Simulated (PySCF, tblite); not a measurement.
**C6H13NS: geometry, infrared bands and NMR shifts**

Wanted: the infrared bands and NMR shifts of C6H13NS (`CCC(=S)N(C)CC`), by calculation.

Programs: tblite 0.8.0 and PySCF 2.14.0, with density-fitted response routines of our own. Each step states its level of theory. These are calculated values for one molecule in the gas phase, unless marked as measured. Atoms count from 0, in the outputs and in this text.

## (1) The molecule as given

21 atoms, charge 0, multiplicity 1; geometry from: force field or distance geometry start.

Bonds of the start (Å): C0–C1 1.55, C1–C2 1.49, C2–S3 1.62, C2–N4 1.45, N4–C5 1.43, N4–C6 1.43, C6–C7 1.49, C0–H8 1.11, C0–H9 1.11, C0–H10 1.09, C1–H11 1.11, C1–H12 1.13, C5–H13 1.13, C5–H14 1.12, C5–H15 1.09, C6–H16 1.11, C6–H17 1.14, C7–H18 1.10, C7–H19 1.10, C7–H20 1.12.

## (2) Relaxing the molecule with GFN2-xTB

The job: settings as JSON, then the geometry in Å.

```
{"job": {"kind": "relax", "xc": "GFN2-xTB", "basis": "xTB"}, "charge": 0, "multiplicity": 1}
C      3.054900    -0.446000    -0.312500
C      1.861600     0.451500     0.088300
C      0.697600    -0.471200     0.131100
S      0.851000    -2.043000    -0.244000
N     -0.585700     0.101100     0.495700
C     -0.641600     1.498000     0.789700
C     -1.737900    -0.747500     0.522800
C     -2.747200    -0.454900    -0.538500
H      2.647600    -1.115600    -1.097600
H      3.270800    -1.066200     0.580100
H      3.910200     0.135600    -0.665400
H      1.722800     1.243800    -0.679800
H      2.051700     0.924000     1.099600
H      0.012000     2.056300     0.057000
H     -0.217500     1.752300     1.796200
H     -1.641200     1.920400     0.728000
H     -2.181600    -0.778800     1.539600
H     -1.378200    -1.807400     0.331900
H     -3.403800    -1.323200    -0.679900
H     -2.206000    -0.270400    -1.473600
H     -3.348300     0.458100    -0.314600
```

Started as:

```bash
$ OMP_NUM_THREADS=1 python probes_run.py task.json out
```

One launch serves the whole session: the jobs run in the order shown.

**Question.** This job is followed by: GFN2-xTB harmonic vibrations, gas phase; GIAO PBE0/pcSseg-1 NMR shielding, non-relativistic, gas phase. Predict these results of the whole session: strongest single infrared mode (GFN2-xTB); zero-point energy (GFN2-xTB); 13C shifts against TMS (PBE0/pcSseg-1); 1H shifts against TMS (PBE0/pcSseg-1, means over atoms taken as alike); 33S shifts against CS2 (PBE0/pcSseg-1); 15N shifts against NH3 (PBE0/pcSseg-1); surface potential, 1st and 99th percentile.

**Answer**, as computed:

| quantity | value |
| --- | --- |
| strongest single infrared mode (GFN2-xTB) | 1465 cm⁻¹, 113 km/mol |
| zero-point energy (GFN2-xTB) | 113.8 kcal/mol |
| 13C shifts against TMS (PBE0/pcSseg-1) | 211.4, 53.8, 38.0, 35.7, 16.7, 11.8 ppm |
| 1H shifts against TMS (PBE0/pcSseg-1, means over atoms taken as alike) | 4.37, 3.19, 2.25, 1.45, 1.14 ppm |
| 33S shifts against CS2 (PBE0/pcSseg-1) | 303 ppm |
| 15N shifts against NH3 (PBE0/pcSseg-1) | 169.7 ppm |
| surface potential, 1st and 99th percentile | -1.40 V and 1.20 V |

In words: The optimisation took 116 steps and gained 0.769 eV; among the close pairs (by a distance rule), C2–N4 changed most, from 1.452 to 1.345 Å. All 57 modes are real, so the xTB geometry is a minimum. The strongest single mode, at 1465 cm⁻¹, is spread over several atoms, N4, H16, C2, H13 among them. Unscaled tight-binding wavenumbers are off by several per cent, some by more. Its intensities can rank the bands wrongly. C2 (thiocarbonyl carbon) lies farthest downfield among carbon, at 211.4 ppm; low-lying n→π* states of the double bond to the heteroatom give a large paramagnetic term (-283 ppm). H16, H17 (mean) (hydrogen on an sp3 CH2 bonded to N) lies farthest downfield among hydrogen, at 4.37 ppm; its carbon carries N, which withdraws density. At PBE0/pcSseg-1: The largest span, 1004 ppm, is at S3, where the paramagnetic term is -860 ppm. At PBE0/pcSseg-1, counted by nearest atom on the grid, the HOMO lies on S3 76 %, the LUMO on C2 41 %; S3 27 %.
